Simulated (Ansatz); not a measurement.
# C3H9ClGe: a ladder of functionals and wavefunction methods

An exercise on one series of results from a longer session: the logs are not shown, and one member is left open.

Computed with Ansatz 0.2.0, Gaussian basis. Level: functionals in def2-TZVPP, the program's frozen cores in correlated methods.

Levels to be run: LDA (SPW92), PBE-D4, revPBE-D4, BLYP-D4, r2SCAN-D4, B97M-V, PBE0-D4, B3LYP-D4, r2SCANh-D4, r2SCAN0-D4, HSE06-D4, BHLYP-D4, CAM-B3LYP-D4, LC-ωPBE, ωB97X-V, ωB97M-V, B2PLYP, PBE-QIDH; CCSD(T)/def2-SVP; CCSD(T)/def2-TZVPP; MP2/def2-QZVPP; extrapolation to the limit; RPA on PBE.

**The geometry**

An earlier PBE0-D4 in a triple-zeta def2 set relaxation fixed the geometry.

SMILES `[CH3][Ge]([CH3])([CH3])[Cl]`, 14 atoms, charge 0, spin multiplicity 1.

Atoms are counted from 1 here; the program's logs count them from 0.

Bond lengths: C1–Ge2 1.945 Å, C1–H6 1.090 Å, C1–H7 1.092 Å, C1–H8 1.090 Å, Ge2–C3 1.945 Å, Ge2–C4 1.945 Å, Ge2–Cl5 2.182 Å, C3–H9 1.090 Å, C3–H10 1.090 Å, C3–H11 1.092 Å, C4–H12 1.092 Å, C4–H13 1.090 Å, C4–H14 1.090 Å. Angles: Ge2–C1–H6 110.1°, Ge2–C1–H7 110.1°, Ge2–C1–H8 110.1°, H6–C1–H7 108.8°, H6–C1–H8 108.8°, H7–C1–H8 108.8°, C1–Ge2–C3 112.7°, C1–Ge2–C4 112.7°, C1–Ge2–Cl5 106.0°, C3–Ge2–C4 112.7°, C3–Ge2–Cl5 106.0°, C4–Ge2–Cl5 106.0°, Ge2–C3–H9 110.1°, Ge2–C3–H10 110.1°, Ge2–C3–H11 110.1°, H9–C3–H10 108.8°, H9–C3–H11 108.8°, H10–C3–H11 108.8° and more.

Set-up of the first run:

Input file in.yaml:

```yaml
crystal:
  periodic: [false, false, false]
  atoms:
    - {symbol: C, position_ang: [-1.793750, 0.517332, 0.196127]}
    - {symbol: Ge, position_ang: [0.095839, 0.290636, -0.205294]}
    - {symbol: C, position_ang: [1.214140, 0.364792, 1.384340]}
    - {symbol: C, position_ang: [0.447253, -1.280565, -1.296562]}
    - {symbol: Cl, position_ang: [0.664008, 2.010132, -1.423185]}
    - {symbol: H, position_ang: [-1.952442, 1.448909, 0.740195]}
    - {symbol: H, position_ang: [-2.150391, -0.313985, 0.808378]}
    - {symbol: H, position_ang: [-2.372321, 0.547999, -0.727639]}
    - {symbol: H, position_ang: [1.040504, 1.297525, 1.921820]}
    - {symbol: H, position_ang: [2.266887, 0.311845, 1.105152]}
    - {symbol: H, position_ang: [0.982182, -0.472406, 2.046479]}
    - {symbol: H, position_ang: [0.185749, -2.186899, -0.745829]}
    - {symbol: H, position_ang: [1.503637, -1.323098, -1.563527]}
    - {symbol: H, position_ang: [-0.144294, -1.241515, -2.211753]}
basis:
  gaussian: {orbitals: def2-TZVPP}
hamiltonian: {xc: lda}
output: {orbitals: {seedname: orbitals}}
```

Run with:

```
> ansatz run in.yaml --threads 2 --pin off --events-out ev --progress --plain --max-ram 22528MiB --backend cuda --devices 0, --max-vram 18GiB
```

Steps of the session up to this table: LDA; PBE-D4 (GGA); revPBE-D4 (GGA); BLYP-D4 (GGA); r2SCAN-D4 (meta-GGA); B97M-V (meta-GGA); PBE0-D4 (hybrid); B3LYP-D4 (hybrid); r2SCANh-D4 (hybrid); r2SCAN0-D4 (hybrid); HSE06-D4 (hybrid); BHLYP-D4 (hybrid); CAM-B3LYP-D4 (range-separated); LC-ωPBE (range-separated); ωB97X-V (range-separated); ωB97M-V (range-separated); B2PLYP (double hybrid); PBE-QIDH (double hybrid).

One table of the session follows, with a row left open; its other results are not shown here.

It belongs to the step «Frontier levels by functional». 

| functional | HOMO (eV) | LUMO (eV) | gap (eV) |
| --- | --- | --- | --- |
| LDA (SPW92) | -6.90 | -0.29 | 6.61 |
| PBE-D4 | -6.78 | -0.02 | 6.75 |
| revPBE-D4 | -6.73 | 0.07 | 6.79 |
| BLYP-D4 | -6.63 | -0.01 | 6.62 |
| r2SCAN-D4 | -7.10 | 0.33 | 7.43 |
| B97M-V | -7.20 | 0.14 | 7.35 |
| PBE0-D4 | -8.11 | 0.81 | 8.91 |
| B3LYP-D4 | ? | ? | ? |
| r2SCANh-D4 | -7.59 | 0.68 | 8.26 |
| r2SCAN0-D4 | -8.31 | 1.19 | 9.51 |
| HSE06-D4 | -7.71 | 0.44 | 8.15 |
| BHLYP-D4 | -9.31 | 1.36 | 10.66 |
| CAM-B3LYP-D4 | -9.46 | 1.54 | 11.00 |
| LC-ωPBE | -10.85 | 2.86 | 13.71 |
| ωB97X-V | -10.49 | 2.60 | 13.09 |
| ωB97M-V | -10.34 | 2.18 | 12.52 |

**Question.** Estimate the row for B3LYP-D4.

Worked estimate for «HOMO (eV)». Against the share of exact exchange, BLYP-D4 (0, -6.63), BHLYP-D4 (0.5, -9.31) give a slope of -5.36 per unit share; at 0.2 the line stands at -7.70.

**Answer.** HOMO (eV): -7.86; LUMO (eV): 0.46; gap (eV): 8.32. In «HOMO (eV)» the line misses by +0.16.
